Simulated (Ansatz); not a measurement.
# ZrH4Se4: small, medium and large basis sets

An exercise on one series of results from a longer session: the logs are not shown, and one member is left open.

Program: Ansatz 0.2.0, Gaussian basis. Level of theory: one geometry, several basis sets. These are calculated values, not measurements.

Plan: PBE0-D4/def2-SVP; ωB97M-V/def2-SVP; PBE0-D4/def2-QZVPP; ωB97M-V/def2-QZVPP; the functionals' def2-TZVPP values are taken from earlier runs.

## The geometry

The geometry comes from an earlier relaxation with PBE0-D4 in a triple-zeta def2 set; it is a stationary point, not always the lowest conformer. Zr takes the def2 core potential; no spin-orbit term is included.

SMILES `[SeH][Zr]([SeH])([SeH])[SeH]`, 9 atoms, charge 0, spin multiplicity 1.

Atoms are counted from 1 here; the program's logs count them from 0.

Bond lengths: Se1–Zr2 2.547 Å, Se1–H6 1.477 Å, Zr2–Se3 2.539 Å, Zr2–Se4 2.553 Å, Zr2–Se5 2.562 Å, Se3–H7 1.479 Å, Se4–H8 1.475 Å, Se5–H9 1.477 Å. Angles: Zr2–Se1–H6 86.2°, Se1–Zr2–Se3 107.9°, Se1–Zr2–Se4 107.1°, Se1–Zr2–Se5 110.5°, Se3–Zr2–Se4 108.2°, Se3–Zr2–Se5 109.3°, Se4–Zr2–Se5 113.7°, Zr2–Se3–H7 84.2°, Zr2–Se4–H8 88.0°, Zr2–Se5–H9 85.9°.

Set-up of the first run:

in.yaml

```yaml
crystal:
  periodic: [false, false, false]
  atoms:
    - {symbol: Se, position_ang: [-0.497907, -0.233128, -2.540318]}
    - {symbol: Zr, position_ang: [-0.280835, -0.154157, -0.003536]}
    - {symbol: Se, position_ang: [-2.621240, -0.090195, 0.977760]}
    - {symbol: Se, position_ang: [0.829159, -2.335358, 0.724478]}
    - {symbol: Se, position_ang: [0.996834, 1.944604, 0.720707]}
    - {symbol: H, position_ang: [-0.715793, 1.225561, -2.468544]}
    - {symbol: H, position_ang: [-1.915877, -0.139564, 2.277158]}
    - {symbol: H, position_ang: [2.134543, -1.689430, 0.488308]}
    - {symbol: H, position_ang: [2.071114, 1.471666, -0.176012]}
basis:
  gaussian: {orbitals: def2-SVP}
hamiltonian: {xc: pbe0, dispersion: d4}
output: {orbitals: {seedname: orbitals}}
```

Command:

```sh
ansatz run in.yaml --threads 4 --pin off --events-out ev --progress --plain --max-ram 66560MiB --backend cpu
```

Steps of the session up to this table: PBE0-D4 in def2-SVP; ωB97M-V in def2-SVP; PBE0-D4 in def2-QZVPP; ωB97M-V in def2-QZVPP.

One of the session's tables, all rows but one given; the rest of the session is left out.

It belongs to the step «Functionals by basis». 

```
functional       basis  HOMO (eV)  LUMO (eV)
   PBE0-D4    def2-SVP      -7.39      -2.50
   PBE0-D4  def2-TZVPP          ?          ?
   PBE0-D4  def2-QZVPP      -7.42      -2.50
   ωB97M-V    def2-SVP      -9.45      -0.55
   ωB97M-V  def2-TZVPP      -9.50      -0.58
   ωB97M-V  def2-QZVPP      -9.51      -0.58
```

**Question.** Estimate the row for PBE0-D4, def2-TZVPP.

As computed: HOMO (eV): -7.42; LUMO (eV): -2.51.
